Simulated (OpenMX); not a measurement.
Write an ASE script for OpenMX 3.8.5 that does the following.

```
Task                : single point
Functional          : PBE
Dispersion          : D4
Potentials or basis : OpenMX 2013 PBE set, Cu6.0H-s3p2d2, F6.0-s2p2d1, grid cutoff 500 Ry
k mesh              : 9 × 9 × 7
Occupations         : fermi-dirac, width 0.05 eV
Spin                : no spin polarisation
Mixing scheme       : rmm-diisk
SCF threshold       : 1e-08 Ha
Solver              : band
Max SCF cycles      : 100
```

The structure of CuF lies in CuF.xyz:

```xyz
2
Lattice="2.4710065500 0.0000000000 0.0000000000 0.0000000000 2.4710065500 0.0000000000 0.0000000000 0.0000000000 3.4165013900" Properties=species:S:1:pos:R:3 pbc="T T T"
Cu     0.0000000000      0.0000000000      0.0000000000
F      1.2355032750      1.2355032750      1.7082506950
```

The cell was built by a generator and needn't be a form met in nature.

One way to write it, as run:

run.py

```python
from ase.io import read
from ase.calculators.openmx import OpenMX
from ase.calculators.mixing import SumCalculator
from dftd4.ase import DFTD4

atoms = read('CuF.xyz')

def calculator():
    omx = OpenMX(
        label='CuF',
        command='openmx',
        nohup=True,
        xc='GGA-PBE',
        kpts=(9, 9, 7),
        system_currentdirectory='./',
        data_path='./DFT_DATA13',
        level_of_fileout=1,
        definition_of_atomic_species=[['Cu', 'Cu6.0H-s3p2d2', 'Cu_PBE13H'], ['F', 'F6.0-s2p2d1', 'F_PBE13']],
        atoms_speciesandcoordinates_unit='Ang',
        atoms_speciesandcoordinates=[['1', 'Cu', '0', '0', '0', 9.5, 9.5], ['2', 'F', '0', '0', '0', 3.5, 3.5]],
        scf_spinpolarization='off',
        scf_electronictemperature=580.226,
        scf_energycutoff=500.0,
        scf_maxiter=100,
        scf_eigenvaluesolver='band',
        scf_mixing_type='rmm-diisk',
        scf_init_mixing_weight=0.05,
        scf_min_mixing_weight=0.001,
        scf_max_mixing_weight=0.3,
        scf_mixing_history=25,
        scf_mixing_startpulay=8,
        scf_criterion=1e-08,
    )
    return SumCalculator([omx, DFTD4(method='pbe')])

atoms.calc = calculator()
print('stress_eV_A3', atoms.get_stress().round(8).tolist())
print('forces_eV_A', atoms.get_forces().round(6).tolist())
print('energy_eV', round(atoms.get_potential_energy(), 6))
print('dispersion_eV', round(atoms.calc.mixer.calcs[1].get_potential_energy(atoms), 6))
```

Potentials or basis: OpenMX 2013 PBE set, Cu6.0H-s3p2d2, F6.0-s2p2d1, grid cutoff 500 Ry.

The run is started by

```console
$ python run.py > run.log
```

Results of the run:

```json
{"Pressure": "3.1 GPa", "Largest force": "0.056 eV/Å", "Band gap on the k mesh": "none (metal or under the smearing width)", "Mulliken charges": "Cu +0.39; F -0.39 e", "Dispersion energy per atom": "-0.273 eV"}
```

Caveat: Mulliken charges move with the basis; the basis of atomic orbitals isn't converged, which shifts pressures, moduli and gaps; the run has no spin polarisation, though such a crystal can be magnetic; semilocal functionals often make such compounds metallic where correlation or magnetic order opens a gap, which also shifts bond lengths; pairwise dispersion overbinds metals, which lowers pressure and volume.

Wall time 61 s on 1 thread of Arm Neoverse V2, with other jobs on the host, peak memory 0.6 GiB.
